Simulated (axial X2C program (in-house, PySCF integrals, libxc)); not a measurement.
**SeCSe⁺: bond lengths and stretches, held linear**

One table from this session's results is given with a row withheld; the runs are named, their logs left out.

The runs use an in-house X2C program for linear molecules on PySCF integrals; all-electron X2C, two-component (2c) or spin-free, Se dyall-v3z, C dyall-v3z.

All values are calculated.

2 further runs of the same task are left out: 2 set aside as unsound or not needed.

The first run:

The input, task.json:

```json
{"zs": [34, 6, 34], "q": 1, "bas": ["dyall-v3z", "dyall-v3z", "dyall-v3z"], "r0": [1.69, 1.69], "symm": 1, "scan": ["PBE0", "HF", "TPSSh"], "levels": ["PBE0", "HF", "LDA"], "nst": 2}
```

Keys: zs atomic numbers; q charge; bas basis sets; r0 starting distance in Å; symm equal bonds; scan levels of the two-bond scan; levels methods; nst determinants followed.

Command:

```
$ python solin.py task.json out
```

Masses Se 79.917, C 12.000, Se 79.917 u.

Among the steps run: Scan at PBE0, 2c; Scan at HF, 2c; Scan at TPSSh, 2c.

One table of the session follows, with a row left open; its other results are not shown here.

```
           level  r(Se–C) (Å)  r(C–Se) (Å)  lower stretch (cm⁻¹)  upper stretch (cm⁻¹)
        PBE0, 2c        1.687        1.687                 378.5                1104.2
          HF, 2c        1.698        1.698                 356.3                 978.7
       TPSSh, 2c            ?            ?                     ?                     ?
 PBE0, spin-free        1.686        1.686                 379.4                1098.1
   HF, spin-free        1.697        1.697                 357.8                 959.6
TPSSh, spin-free        1.693        1.693                 372.4                1110.8
```

Q: Estimate the row for TPSSh, 2c from the others.

The run gave: r(Se–C) (Å): 1.694; r(C–Se) (Å): 1.694; lower stretch (cm⁻¹): 371.7; upper stretch (cm⁻¹): 1114.1. In the column «r(Se–C) (Å)» it lies between TPSSh, spin-free (1.693) and HF, spin-free (1.697).

Scans not shown above were run alike.

The molecule was held linear; bending was not examined, so a bent shape may lie lower. Note: functional without a current term on a determinant with orbital currents, of the molecule or an atom.
